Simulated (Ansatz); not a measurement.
**GaH₃O+ (doublet): wave-function methods side by side, cc-pVTZ**

The task here is to estimate one member of a computed series from the others.

Computed with Ansatz 0.2.0, Gaussian basis. Level: cc-pVTZ, core rule «outside noble gas», up to 15 orbitals frozen.

Plan: UHF; CCSD(T) on ROHF; CCSD(T) on UHF; BCCD(T) on ROHF; CCSDT(Q) on ROHF; CCSDT(Q) on UHF.

4 further runs of the same task are left out: 2 for a known fault of the program, 2 set aside as unsound or not needed.

## What is computed

The geometry is a PBE0/def2-TZVP stationary point (not a proven minimum) of the parent state, kept for this charge and spin. No spin-orbit coupling is included. The filled d shell of Ga may be among the frozen orbitals whatever the setting's name suggests; the logs give the count.

5 atoms, charge 1, spin multiplicity 2.

Atoms are counted from 1 here; the program's logs count them from 0.

Bond lengths: O1–Ga2 1.788 Å, O1–H3 0.959 Å, Ga2–H4 1.565 Å, Ga2–H5 1.556 Å. Angles: Ga2–O1–H3 114.1°, O1–Ga2–H4 117.5°, O1–Ga2–H5 113.8°, H4–Ga2–H5 128.7°.

The first run:

File in.yaml:

```yaml
crystal:
  periodic: [false, false, false]
  atoms:
    - {symbol: O, position_ang: [0.000000, -0.112056, 1.452192]}
    - {symbol: Ga, position_ang: [0.000000, 0.013833, -0.331657]}
    - {symbol: H, position_ang: [0.000000, 0.734063, 1.903886]}
    - {symbol: H, position_ang: [0.000000, 1.449687, -0.954928]}
    - {symbol: H, position_ang: [0.000000, -1.361954, -1.058153]}
basis:
  gaussian: {orbitals: cc-pVTZ}
total_charge: 1
magnetization: {spin_polarized: true, initial_magnetization: 1}
hamiltonian: {xc: hf}
output: {orbitals: {seedname: orbitals}}
```

On the command line:

```
ansatz run in.yaml --threads 1 --pin off --events-out ev --progress --plain --max-ram 4096MiB --backend cpu
```

Steps of the session up to this table: UHF; CCSD(T) on ROHF; CCSD(T) on UHF; BCCD(T) on ROHF; CCSDT(Q) on ROHF; CCSDT(Q) on UHF.

One of the session's tables, all rows but one given; the rest of the session is left out.

It belongs to the step «Misses and costs». 

```
   method  from RCCSDT(Q) (kcal/mol)
     RMP2                          ?
     UMP2                     +20.11
    RCCSD                     +10.08
    UCCSD                      +9.91
 RCCSD(T)                      +0.88
 UCCSD(T)                      +0.91
  BCCD(T)                      +0.97
   RCCSDT                      +0.45
   UCCSDT                      +0.33
RCCSDT(Q)                          0
UCCSDT(Q)                      -0.64
```

Q: Estimate the row for RMP2 from the others.

**Answer.** from RCCSDT(Q) (kcal/mol): +20.06. In the column «from RCCSDT(Q) (kcal/mol)» it lies between RCCSD (+10.08) and UMP2 (+20.11).

Left out of the table: ROHF, UHF (another determinant or state than the rows shown).

To keep in mind: Warnings: coupled cluster took another determinant than the lowest; large T1 diagnostic. Restricted and unrestricted rows rest on different reference determinants; where their highest levels disagree by more than a few hundredths of an eV, they describe different states and don't form one ladder.
